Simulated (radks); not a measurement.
# Taking charge from the 2s level of Ba²⁺ in fractions

One table from this session's results is given with a row withheld; the runs are named, their logs left out.

Program: radks (a radial shooting solver on a logarithmic mesh, Libxc functionals) version 1. Level of theory: scalar-relativistic Kohn-Sham, PBE, spin-polarised, spherical densities, point nucleus. These are calculated values, not measurements, unless marked.

## The atom as given

```
element       : barium (Z = 56)
charge        : +2
electrons     : 54
configuration : [He] 2s(up 1, down 1) 2p6 3s2 3p6 3d10 4s2 4p6 4d10 5s2 5p6
```

A shell typed twice in an input gives spin up, then spin down.

Set-up of the first run:

Input:

```text
Z 56
configuration [He] 2s1 2s1 2p6 3s2 3p6 3d10 4s2 4p6 4d10 5s2 5p6
relativity scalar-relativistic
functional pbe,pbe
spin polarised
nucleus point
c 137.035999084
```

Steps of the session up to this table: Start: [He] 2s(up 1, down 1) 2p6 3s2 3p6 3d10 4s2 4p6 4d10 5s2 5p6.

One of the session's tables, all rows but one given; the rest of the session is left out.

It belongs to the step «Start: [He] 2s(up 1, down 1) 2p6 3s2 3p6 3d10 4s2 4p6 4d10 5s2 5p6». Sizes of the orbitals, from the radial functions (bohr):

| level | <r> | outermost maximum (interpolated) | 90 % within | nodes |
| --- | --- | --- | --- | --- |
| 3s | 0.2919 | 0.266 | 0.429 | 2 |
| 3p | 0.2899 | 0.261 | 0.435 | 1 |
| 3d | 0.2666 | 0.215 | 0.417 | 0 |
| 4s | 0.6738 | 0.625 | 0.968 | 3 |
| 4p | 0.7155 | 0.654 | 1.04 | 2 |
| 4d | 0.8001 | 0.695 | 1.21 | 1 |
| 5s | 1.632 | 1.47 | 2.35 | 4 |
| 5p | ? | ? | ? | ? |

**Question.** Estimate the row for 5p.

As computed: <r>: 1.894; outermost maximum (interpolated): 1.67; 90 % within: 2.76; nodes: 3. In the column «<r>» it is the highest.
